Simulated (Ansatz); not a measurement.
# F2H6O3Si2: the cost of one run

Program: Ansatz 0.2.0, Gaussian basis. Level of theory: PBE0-D4, def2-SVP first, then def2-TZVP. These are calculated values, not measurements.

152 further runs of the same task are left out: 152 set aside as unsound or not needed. Runs told in other sessions of the task aren't counted.

**1. The system as given**

The guess: 13 atoms, charge 0, spin multiplicity 1.

Atoms are counted from 1 here; the program's logs count them from 0.

Bond lengths: Si1–O2 1.869 Å, Si1–F4 1.622 Å, Si1–F5 1.607 Å, Si1–O6 1.606 Å, Si1–O8 1.781 Å, O2–Si3 1.620 Å, Si3–H9 1.467 Å, Si3–H10 1.465 Å, Si3–H11 1.460 Å, O6–H12 0.954 Å, H7–O8 1.155 Å, O8–H13 0.961 Å. Angles: O2–Si1–F4 163.1°, O2–Si1–F5 89.4°, O2–Si1–O6 95.7°, O2–Si1–O8 73.4°, F4–Si1–F5 93.5°, F4–Si1–O6 96.7°, F4–Si1–O8 90.6°, F5–Si1–O6 122.3°, F5–Si1–O8 117.5°, O6–Si1–O8 119.0°, Si1–O2–Si3 144.6°, O2–Si3–H9 108.2°, O2–Si3–H10 102.2°, O2–Si3–H11 110.0°, H9–Si3–H10 112.0°, H9–Si3–H11 111.5°, H10–Si3–H11 112.4°, Si1–O6–H12 120.1° and more.

Geometry (Å):

```csv
atom,x (Å),y (Å),z (Å)
Si1,0.1406,0.5172,1.1785
O2,0.0608,-0.1750,-0.5554
Si3,-0.7006,-1.2259,-1.5245
F4,0.6708,1.1541,2.5727
F5,0.1073,-0.9802,1.7600
O6,-1.1821,1.4186,1.0521
H7,1.2180,0.3797,-0.5023
O8,1.6265,1.0441,0.3502
H9,-2.1301,-0.8985,-1.5231
H10,-0.0777,-0.9580,-2.8229
H11,-0.4651,-2.5918,-1.0650
H12,-1.7444,1.3391,0.2857
H13,2.4760,0.9765,0.7941
```

Distances that are to change: Si1–O8 1.78 Å, O2–H7 1.28 Å, Si1–O2 1.87 Å, H7–O8 1.16 Å.

**2. Relaxing the guess with the reacting distances held**

hold/in.yaml reads:

```yaml
crystal:
  periodic: [false, false, false]
  atoms:
    - {symbol: Si, position_ang: [0.140600, 0.517200, 1.178500]}
    - {symbol: O, position_ang: [0.060800, -0.175000, -0.555400]}
    - {symbol: Si, position_ang: [-0.700600, -1.225900, -1.524500]}
    - {symbol: F, position_ang: [0.670800, 1.154100, 2.572700]}
    - {symbol: F, position_ang: [0.107300, -0.980200, 1.760000]}
    - {symbol: O, position_ang: [-1.182100, 1.418600, 1.052100]}
    - {symbol: H, position_ang: [1.218000, 0.379700, -0.502300]}
    - {symbol: O, position_ang: [1.626500, 1.044100, 0.350200]}
    - {symbol: H, position_ang: [-2.130100, -0.898500, -1.523100]}
    - {symbol: H, position_ang: [-0.077700, -0.958000, -2.822900]}
    - {symbol: H, position_ang: [-0.465100, -2.591800, -1.065000]}
    - {symbol: H, position_ang: [-1.744400, 1.339100, 0.285700]}
    - {symbol: H, position_ang: [2.476000, 0.976500, 0.794100]}
basis:
  gaussian: {orbitals: def2-SVP}
hamiltonian: {xc: pbe0, dispersion: d4}
relax: {f_tol: 0.04, max_steps: 150, escape_saddle: false, constraints: [{distance: [0, 7]}, {distance: [1, 6]}, {distance: [0, 1]}, {distance: [6, 7]}]}
```

Launch:

```
$ ansatz run in.yaml --threads 4 --pin off --events-out ev --progress --plain --max-ram 41984MiB --backend cpu
```

**Question.** How long does this run take on 4 threads of AMD EPYC 7R13, shared host?

About 33 s.
